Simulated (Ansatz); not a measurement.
Task: harmonic frequencies at the relaxed geometry of ClH3Sn, SMILES [Cl][SnH3], with the Ansatz DFT code, driven from Python. Give the script and its output. Level of theory (for the species named): B3LYP, def2-SVP basis, multiplicity 1, D4 dispersion.

| atom | x (Å) | y (Å) | z (Å) |
| --- | --- | --- | --- |
| Cl | -1.8914 | 0.3510 | 1.0556 |
| Sn | 0.0932 | -0.0308 | -0.0610 |
| H | -0.0993 | 0.3681 | -1.7719 |
| H | 0.5850 | -1.7100 | 0.1050 |
| H | 1.3624 | 0.9482 | 0.6308 |

Script `clh3sn.py`:
```python
"""Harmonic frequencies of ClH3Sn at its relaxed geometry."""

import itertools

import ansatz as az
from ase import Atoms
from ase.data import atomic_numbers, covalent_radii
from ase.thermochemistry import IdealGasThermo
import numpy as np

geometry_ang = [
    ("Cl", (-1.8914, 0.351, 1.0556)),
    ("Sn", (0.0932, -0.0308, -0.061)),
    ("H", (-0.0993, 0.3681, -1.7719)),
    ("H", (0.585, -1.71, 0.105)),
    ("H", (1.3624, 0.9482, 0.6308)),
]
system = az.Crystal.molecule()
for symbol, xyz in geometry_ang:
    system = system.atom(symbol, xyz)

setup = system.calculation()
setup = setup.basis(gaussian="def2-SVP").functional("B3LYP", dispersion="d4")
symbols = [site.symbol for site in system.cartesian_sites]
start = np.array([site.position_ang for site in system.cartesian_sites], dtype=float)
r = setup.relax(force_tolerance=0.003, max_steps=100).run().report
end = np.array(r["positions_ang"])

# pairs closer than 1.2 times the sum of covalent radii, before or after
radius = [covalent_radii[atomic_numbers[s]] for s in symbols]
span = lambda where, i, j: np.linalg.norm(where[i] - where[j])
bonded = [(i, j) for i, j in itertools.combinations(range(len(symbols)), 2) if min(span(start, i, j), span(end, i, j)) < 1.2 * (radius[i] + radius[j])]
print("pair        before    after (A)")
for i, j in bonded:
    print(f"{symbols[i]}{i}-{symbols[j]}{j}".ljust(10), f"{span(start, i, j):8.4f} {span(end, i, j):8.4f}")

# frequencies need a stationary point, so they are taken at the relaxed geometry
minimum = az.Crystal.molecule()
for symbol, place in zip(symbols, end):
    minimum = minimum.atom(symbol, place.tolist())
vibrating = (
    minimum.calculation()
    .basis(gaussian="def2-SVP")
    .functional("B3LYP", dispersion="d4")
    .phonons(temperatures=(200, 600, 100))
)
vib = vibrating.run().report["vibrations"]
sums = vib["harmonic_sums"]
modes = [m["omega_inv_cm"] for m in sums["modes_at_gamma"] if m["rigid_motion"] == "no"]
print("frequencies (1/cm):", " ".join(f"{w:.0f}" for w in modes))
print("imaginary modes:", sum(w < 0 for w in modes), " zero-point energy:", round(sums["zero_point_energy_ev"], 4), "eV")
# rigid rotor and ideal gas, symmetry number taken as one
gas = IdealGasThermo(vib_energies=[w / 8065.544 for w in modes if w > 0], geometry="linear" if len(modes) == 3 * len(symbols) - 5 else "nonlinear",
                     atoms=Atoms(symbols, positions=end), symmetrynumber=1, spin=0.0)
print(f"H(298 K) - E = {gas.get_enthalpy(298.15, verbose=False):.4f} eV")
print(f"S(298 K, 1 bar) = {96485.33 * gas.get_entropy(298.15, 1e5, verbose=False):.1f} J/(mol K) with symmetry number 1")
```

```console
$ python clh3sn.py
pair        before    after (A)
Cl0-Sn1      2.3089   2.3763
Sn1-H2       1.7673   1.7137
Sn1-H3       1.7576   1.7137
Sn1-H4       1.7458   1.7137
frequencies (1/cm): 365 492 492 701 701 715 1918 1932 1932
imaginary modes: 0  zero-point energy: 0.5733 eV
H(298 K) - E = 0.7071 eV
S(298 K, 1 bar) = 285.5 J/(mol K) with symmetry number 1
```

The frequencies are harmonic and unscaled, in a modest basis. The result belongs to the one conformer reached from this start, and soft torsions count as harmonic oscillators. def2 sets replace the cores of elements past krypton by effective core potentials. b3lyp holds the VWN-RPA fit, as in Gaussian; the form of ORCA and Turbomole is b3lyp5. The entropy takes a symmetry number of 1; a symmetric molecule's is lower by R ln(sigma). The whole script took 52 s on 1 thread of Arm Neoverse V1, with other jobs on the host, peak memory 0.24 GiB.

(Lines on the test bed's own set-up are left out of the output.)
